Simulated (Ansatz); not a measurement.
# TiCO+ (quartet): from Hartree-Fock to the top rungs at a displaced geometry (v2), def2-SVP

The task here is to estimate one member of a computed series from the others.

Method: def2-SVP, core rule «outside noble gas», up to 11 orbitals frozen; program: Ansatz 0.2.0, Gaussian basis.

Plan: UHF; CCSD(T) on ROHF; CCSD(T) on UHF; CISD as a restricted active space (open shells left free, so some higher excitations enter); CCSDT(Q) on ROHF; CCSDT(Q) on UHF.

18 further runs of the same task are left out: 10 that didn't finish, 8 set aside as unsound or not needed. Runs told in other sessions of the task aren't counted.

## The system

The geometry is a PBE0/def2-TZVP stationary point (not a proven minimum) with its atoms shifted at random (size 0.100 Å).

3 atoms, charge 1, spin multiplicity 4.

Atoms are counted from 1 here; the program's logs count them from 0.

Bond lengths: Ti1–C2 2.094 Å, C2–O3 1.138 Å. Angles: Ti1–C2–O3 171.4°.

The first run:

The input, in.yaml:

```yaml
crystal:
  periodic: [false, false, false]
  atoms:
    - {symbol: Ti, position_ang: [0.084376, 0.005225, 1.769825]}
    - {symbol: C, position_ang: [-0.080498, 0.013599, -0.317236]}
    - {symbol: O, position_ang: [-0.003878, -0.018825, -1.452589]}
basis:
  gaussian: {orbitals: def2-SVP}
total_charge: 1
magnetization: {spin_polarized: true, initial_magnetization: 3}
hamiltonian: {xc: hf}
output: {orbitals: {seedname: orbitals}}
```

Started as:

```
ansatz run in.yaml --threads 1 --pin off --events-out ev --progress --plain --max-ram 2393MiB
```

Steps of the session up to this table: UHF; CCSD(T) on ROHF; CCSD(T) on UHF; CISD as a restricted active space (open shells left free, so some higher excitations enter); CCSDT(Q) on ROHF; CCSDT(Q) on UHF.

One table of the session follows, with a row left open; its other results are not shown here.

| method | from RCCSDT(Q) (meV) |
| --- | --- |
| ROHF | +9585.4 |
| UHF | ? |
| RMP2 | +764.1 |
| UMP2 | +718.9 |
| RCCSD | +445.2 |
| UCCSD | +383.7 |
| RCCSD(T) | +67.9 |
| UCCSD(T) | +11.3 |
| RCCSDT | +38.1 |
| UCCSDT | -19.9 |
| RCCSDT(Q) | 0 |
| UCCSDT(Q) | -62.0 |

**Question.** Estimate the row for UHF.

As computed: from RCCSDT(Q) (meV): +9489.1. In the column «from RCCSDT(Q) (meV)» it lies between RMP2 (+764.1) and ROHF (+9585.4).

Not comparable, so not listed: CISD as a restricted active space (open shells left free, so some higher excitations enter) (they don't share determinant, frozen orbitals or solution with the rows shown, or repeat one).

To keep in mind: Restricted and unrestricted rows rest on different reference determinants; a gap between their highest levels can come from leftover correlation error, from unlike frozen cores or from another state.
